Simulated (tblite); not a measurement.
# Ga12H13N13: the cost of one run

Programs: tblite 0.8.0 and PySCF 2.14.0, with routines of our own; each step states its level. All values are computed. Atoms count from 0.

### 1 The starting structure

38 atoms, charge 0, multiplicity 1; geometry from: force field, distance geometry or constructed start.

### 2 Geometry optimisation with GFN2-xTB

Job settings and geometry (Å):

```
{"job": {"kind": "relax", "xc": "GFN2-xTB", "basis": "xTB"}, "charge": 0, "multiplicity": 1}
N     -1.597200     2.551600    -0.001600
Ga    -3.207500     3.481000    -0.006900
N     -4.801200     2.551100     0.001000
Ga    -4.807100     0.707800    -0.006200
N     -3.205300    -0.222800     0.003400
Ga    -1.605400     0.702900    -0.002600
N      4.806500     2.555100    -0.003300
Ga     3.207700     3.481100     0.001500
N      1.604800     2.551300    -0.000400
Ga     1.599300     0.702600     0.001600
N      3.202200    -0.222800    -0.002100
Ga     4.803900     0.701400    -0.000000
N     -6.412000    -0.220900     0.005000
Ga    -6.406400    -2.072200    -0.002700
N     -4.808600    -2.991500     0.000200
Ga    -3.206200    -2.071000     0.006300
Ga     0.000400     3.480300     0.000900
N     -0.001100    -0.225000    -0.001000
Ga    -0.000600    -2.069800     0.002500
N      1.604900    -2.995700     0.002700
Ga     3.202000    -2.067800     0.001500
N      6.407700    -0.220100    -0.000200
N      4.809800    -2.992000     0.006600
Ga     6.404400    -2.075900    -0.001500
N     -1.601600    -2.994000     0.000900
H     -3.210400     5.027500     0.002500
H     -5.706400     3.075700    -0.000700
H      5.706500     3.074000     0.001200
H      3.204900     5.028800    -0.002000
H     -7.308200     0.298800     0.003400
H     -7.747300    -2.846000    -0.001100
H     -4.808300    -4.035300     0.000200
H     -0.001000     5.028500    -0.001900
H      1.604200    -4.037900     0.003700
H      7.310500     0.300200    -0.003300
H      4.806900    -4.034400    -0.002900
H      7.750100    -2.846500    -0.004100
H     -1.601200    -4.034100    -0.002600
```

The run is started by

```sh
$ OMP_NUM_THREADS=2 python large_run.py task.json out
```

One launch serves the whole session: the jobs run in the order shown.

Q: Estimate the wall time and peak memory of this first job on 2 threads of Arm Neoverse N1, shared host.

About 2.1 s, with a peak of 0.16 GiB.
